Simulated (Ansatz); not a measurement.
**InBr2Cl: basis-set convergence**

The task here is to estimate one member of a computed series from the others.

Program: Ansatz 0.2.0, Gaussian basis. Level of theory: one geometry, several basis sets. These are calculated values, not measurements.

Levels to be run: PBE0-D4/def2-SVP; ωB97M-V/def2-SVP; PBE0-D4/def2-QZVPP; ωB97M-V/def2-QZVPP; the functionals' def2-TZVPP values are taken from earlier runs.

1 further run of the same task is left out (for a known fault of the program). Runs told in other sessions of the task aren't counted.

## The geometry

An earlier PBE0-D4 in a triple-zeta def2 set relaxation fixed the geometry. In takes the def2 core potential; no spin-orbit term is included.

SMILES `[Cl][In]([Br])[Br]`, 4 atoms, charge 0, spin multiplicity 1.

Atoms are counted from 1 here; the program's logs count them from 0.

Bond lengths: Cl1–In2 2.299 Å, In2–Br3 2.434 Å, In2–Br4 2.434 Å. Angles: Cl1–In2–Br3 119.4°, Cl1–In2–Br4 119.4°, Br3–In2–Br4 121.2°.

The first run:

in.yaml

```yaml
crystal:
  periodic: [false, false, false]
  atoms:
    - {symbol: Cl, position_ang: [-1.918364, -0.981535, 0.865525]}
    - {symbol: In, position_ang: [-0.018889, -0.009657, 0.008519]}
    - {symbol: Br, position_ang: [2.162814, -0.776119, 0.767664]}
    - {symbol: Br, position_ang: [-0.225550, 1.767312, -1.641708]}
basis:
  gaussian: {orbitals: def2-SVP}
hamiltonian: {xc: pbe0, dispersion: d4}
output: {orbitals: {seedname: orbitals}}
```

Started as:

```bash
> ansatz run in.yaml --threads 4 --pin off --events-out ev --progress --plain --max-ram 10444MiB
```

Among the steps run: PBE0-D4 in def2-SVP; ωB97M-V in def2-SVP; PBE0-D4 in def2-QZVPP; ωB97M-V in def2-QZVPP.

One of the session's tables, all rows but one given; the rest of the session is left out.

It belongs to the step «Functionals by basis». 

| functional | basis | HOMO (eV) | LUMO (eV) |
| --- | --- | --- | --- |
| PBE0-D4 | def2-SVP | -8.73 | -2.85 |
| PBE0-D4 | def2-TZVPP | -8.85 | -2.95 |
| PBE0-D4 | def2-QZVPP | -8.86 | -2.97 |
| ωB97M-V | def2-SVP | -10.90 | -0.85 |
| ωB97M-V | def2-TZVPP | -11.05 | -1.03 |
| ωB97M-V | def2-QZVPP | ? | ? |

Q: Estimate the row for ωB97M-V, def2-QZVPP from the others.

**Answer.** HOMO (eV): -11.06; LUMO (eV): -1.10. In the column «HOMO (eV)» it is the lowest.
